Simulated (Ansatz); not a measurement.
# CH₅AlBNO: a ladder of functionals and wavefunction methods

The task here is to estimate one member of a computed series from the others.

Program: Ansatz 0.2.0, Gaussian basis. Level of theory: functionals in def2-TZVPP, the program's frozen cores in correlated methods. These are calculated values, not measurements.

Plan: LDA (SPW92), PBE-D4, revPBE-D4, BLYP-D4, r2SCAN-D4, B97M-V, PBE0-D4, B3LYP-D4, r2SCANh-D4, r2SCAN0-D4, HSE06-D4, BHLYP-D4, CAM-B3LYP-D4, LC-ωPBE, ωB97X-V, ωB97M-V, B2PLYP, PBE-QIDH; CCSD(T)/def2-SVP; CCSD(T)/def2-TZVPP; MP2/def2-QZVPP; extrapolation to the limit; RPA on PBE.

## The geometry

All runs share one geometry, relaxed beforehand with PBE0-D4 in a triple-zeta def2 set.

SMILES `B1C[NH][AlH][O]1`, 10 atoms, charge 0, spin multiplicity 1.

Atoms are counted from 1 here; the program's logs count them from 0.

Bond lengths: B1–C2 1.591 Å, B1–O5 1.354 Å, B1–H6 1.202 Å, C2–N3 1.464 Å, C2–H7 1.101 Å, C2–H8 1.101 Å, N3–Al4 1.759 Å, N3–H9 1.004 Å, Al4–O5 1.742 Å, Al4–H10 1.568 Å. Angles: C2–B1–O5 116.5°, C2–B1–H6 122.8°, O5–B1–H6 120.7°, B1–C2–N3 108.2°, B1–C2–H7 109.1°, B1–C2–H8 109.1°, N3–C2–H7 112.5°, N3–C2–H8 112.5°, H7–C2–H8 105.3°, C2–N3–Al4 108.2°, C2–N3–H9 116.3°, Al4–N3–H9 135.5°, N3–Al4–O5 98.9°, N3–Al4–H10 134.7°, O5–Al4–H10 126.4°, B1–O5–Al4 108.1°.

The first run:

File in.yaml:

```yaml
crystal:
  periodic: [false, false, false]
  atoms:
    - {symbol: B, position_ang: [-1.210023, 0.287041, -0.464814]}
    - {symbol: C, position_ang: [-0.443980, -0.819539, 0.384255]}
    - {symbol: N, position_ang: [0.963054, -0.428931, 0.482397]}
    - {symbol: Al, position_ang: [1.174958, 1.087891, -0.382235]}
    - {symbol: O, position_ang: [-0.466026, 1.325465, -0.914863]}
    - {symbol: H, position_ang: [-2.386334, 0.224769, -0.706103]}
    - {symbol: H, position_ang: [-0.576529, -1.800437, -0.098824]}
    - {symbol: H, position_ang: [-0.924958, -0.914468, 1.370530]}
    - {symbol: H, position_ang: [1.561451, -1.048982, 0.998130]}
    - {symbol: H, position_ang: [2.391488, 2.036193, -0.665573]}
basis:
  gaussian: {orbitals: def2-TZVPP}
hamiltonian: {xc: lda}
output: {orbitals: {seedname: orbitals}}
```

On the command line:

```bash
$ ansatz run in.yaml --threads 2 --pin off --events-out ev --progress --plain --max-ram 4352MiB
```

Steps of the session up to this table: LDA; PBE-D4 (GGA); revPBE-D4 (GGA); BLYP-D4 (GGA); r2SCAN-D4 (meta-GGA); B97M-V (meta-GGA); PBE0-D4 (hybrid); B3LYP-D4 (hybrid); r2SCANh-D4 (hybrid); r2SCAN0-D4 (hybrid); HSE06-D4 (hybrid); BHLYP-D4 (hybrid); CAM-B3LYP-D4 (range-separated); LC-ωPBE (range-separated); ωB97X-V (range-separated); ωB97M-V (range-separated); B2PLYP (double hybrid); PBE-QIDH (double hybrid).

One table of the session follows, with a row left open; its other results are not shown here.

It belongs to the step «Frontier levels by functional». 

```
  functional  HOMO (eV)  gap (eV)
 LDA (SPW92)      -5.81      4.38
      PBE-D4      -5.65      4.43
   revPBE-D4      -5.58      4.47
     BLYP-D4      -5.52      4.41
   r2SCAN-D4      -5.87      5.05
      B97M-V      -5.97      4.91
     PBE0-D4      -6.92      6.50
    B3LYP-D4      -6.69      6.05
  r2SCANh-D4      -6.35      5.79
  r2SCAN0-D4      -7.08      6.91
    HSE06-D4      -6.51      5.73
    BHLYP-D4          ?         ?
CAM-B3LYP-D4      -8.31      8.79
     LC-ωPBE      -9.70     11.28
     ωB97X-V      -9.33     10.79
     ωB97M-V      -9.25     10.40
```

Estimate the missing values for BHLYP-D4.

Worked estimate for «HOMO (eV)». Against the share of exact exchange, BLYP-D4 (0, -5.52), B3LYP-D4 (0.2, -6.69) give a slope of -5.85 per unit share; at 0.5 the line stands at -8.44.

As computed: HOMO (eV): -8.13; gap (eV): 8.46. In «HOMO (eV)» the line misses by -0.31.
